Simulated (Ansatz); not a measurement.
# CoHO: the cost of one run

Program: Ansatz 0.2.0, Gaussian basis. Level of theory: def2-QZVPP, core rule «outside noble gas», up to 10 orbitals frozen. These are calculated values, not measurements.

To be run: UHF; ROHF; CCSD(T) on UHF.

2 further runs of the same task are left out: 2 set aside as unsound or not needed. Runs told in other sessions of the task aren't counted.

### Step 1. The geometry

The geometry is a PBE0/def2-TZVP stationary point (not a proven minimum) of the parent state, kept for this charge and spin.

3 atoms, charge 0, spin multiplicity 5.

Atoms are counted from 1 here; the program's logs count them from 0.

Bond lengths: Co1–O2 1.569 Å, Co1–H3 1.489 Å. Angles: O2–Co1–H3 104.4°.

### Step 2. UHF

Contents of in.yaml:

```yaml
crystal:
  periodic: [false, false, false]
  atoms:
    - {symbol: Co, position_ang: [0.000000, -0.043234, 0.323378]}
    - {symbol: O, position_ang: [0.000000, 0.073109, -1.241595]}
    - {symbol: H, position_ang: [0.000000, 1.367368, 0.800755]}
basis:
  gaussian: {orbitals: "def2-QZVPP.json"}
magnetization: {spin_polarized: true, initial_magnetization: 4}
hamiltonian: {xc: hf}
output: {orbitals: {seedname: orbitals}}
```

On the command line:

```sh
ansatz run in.yaml --threads 1 --pin off --events-out ev --progress --plain --max-ram 4096MiB --backend cpu
```

Q: Estimate wall time and peak memory on 1 thread of AMD EPYC 7R13, shared host.

About 57 s, with a peak of 0.51 GiB.
